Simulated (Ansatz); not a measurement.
# KLiF2: the band gap up the ladder of functionals

An exercise on one series of results from a longer session: the logs are not shown, and one member is left open.

The runs shown are made with Ansatz 0.2.0. PAW datasets, plane waves. Values at 0 K without nuclear motion; spin polarisation is off, and the phase may be a hypothetical one.

**The structure to begin with**

The cell was relaxed beforehand with r2SCAN.

It is trigonal, R-3m (No. 166); a = 3.245 Å, c = 16.947 Å in the conventional setting, 12.88 Å³ an atom. Li has 6 F at 2.17 Å; K has 6 F at 2.55 Å; F has 3 Li at 2.17 Å and 3 K at 2.55 Å.

As a file:

```cif
data_structure
_symmetry_space_group_name_H-M 'R-3m:H'
_symmetry_Int_Tables_number 166
_cell_length_a 3.2446
_cell_length_b 3.2446
_cell_length_c 16.9467
_cell_angle_alpha 90.000
_cell_angle_beta 90.000
_cell_angle_gamma 120.000
_cell_volume 154.50
loop_
_atom_site_label
_atom_site_type_symbol
_atom_site_symmetry_multiplicity
_atom_site_Wyckoff_symbol
_atom_site_fract_x
_atom_site_fract_y
_atom_site_fract_z
_atom_site_occupancy
Li1 Li 3 a 0.00000 0.00000 0.00000 1
K1 K 3 b 0.66667 0.33333 0.83333 1
F1 F 6 c 0.33333 0.66667 0.93561 1
```

Set-up of the first run:

Input file input.yaml:

```yaml
crystal:
  lattice:
    - [1.6223039197, 0.9366376048, 5.6488965154]
    - [-1.6223039197, 0.9366376048, 5.6488965154]
    - [0.0, -1.8732752095, 5.6488965154]
  atoms:
    - { symbol: Li, position: [1.0, 0.0, 0.0] }
    - { symbol: K, position: [0.5, 0.5, 0.5] }
    - { symbol: F, position: [0.2689466836, 0.2689466836, 0.2689466836] }
    - { symbol: F, position: [0.7310533164, 0.7310533164, 0.7310533164] }
kpoints:
  mp_grid: { grid: [10, 10, 10] }
  band_path:
    path:
      - [[0.0, 0.0, 0.0], [0.5, 0.5, 0.5], [0.8150049278758, 0.1849950721242, 0.5]]
      - [[0.5, -0.1849950721242, 0.1849950721242], [0.5, -1.013613859332e-17, 2.520335786738e-17], [0.0, 0.0, 0.0], [0.3424975360621, -0.3424975360621, 9.162199682703e-34]]
      - [[0.6575024639379, -2.027227718665e-17, 0.3424975360621], [0.5, -2.027227718665e-17, 0.5], [0.0, 0.0, 0.0]]
    npoints: 10
hamiltonian:
  xc: pbe
scf:
  occupations: { method: fermi_dirac, width: 0.02 }
  n_extra_bands: 5
output:
  forces: true
  stress: true
  eigenvalues: true
  write_density: true
  write_potential: true
  elf: true
  volumetric_format: npy
```

The run is started by

```bash
ansatz run input.yaml --threads 2 --pin off --max-ram 2211MiB --backend cpu --events-out ev --progress --plain --runs-dir out
```

Steps of the session up to this table: Band structure with PBE; r2SCAN; HSE06 at the same geometry; G0W0 on PBE; PBE0 at the same geometry.

One of the session's tables, all rows but one given; the rest of the session is left out.

| level | gap (eV) |
| --- | --- |
| PBE | 6.70 |
| r2SCAN | 7.45 |
| HSE06 | ? |
| G0W0@PBE (153 empty bands) | 10.24 |
| PBE0 | 9.54 |

**Question.** Estimate the row for HSE06.

As computed: gap (eV): 8.77. In the column «gap (eV)» it lies between r2SCAN (7.45) and PBE0 (9.54).

Meshes: PBE 10×10×10, r2SCAN 10×10×10, HSE06 6×6×6, PBE0 6×6×6

PBE reaches 65 % of the G0W0@PBE value, and r2SCAN 73 %. PBE0 lies 0.77 eV above HSE06, which differs from it by screening the long-range exchange. No extrapolation in bands, cutoff or mesh was made for G0W0.

Caveats from the session: Warnings in the runs' records: stress exchange threshold loose, stress scf threshold loose.
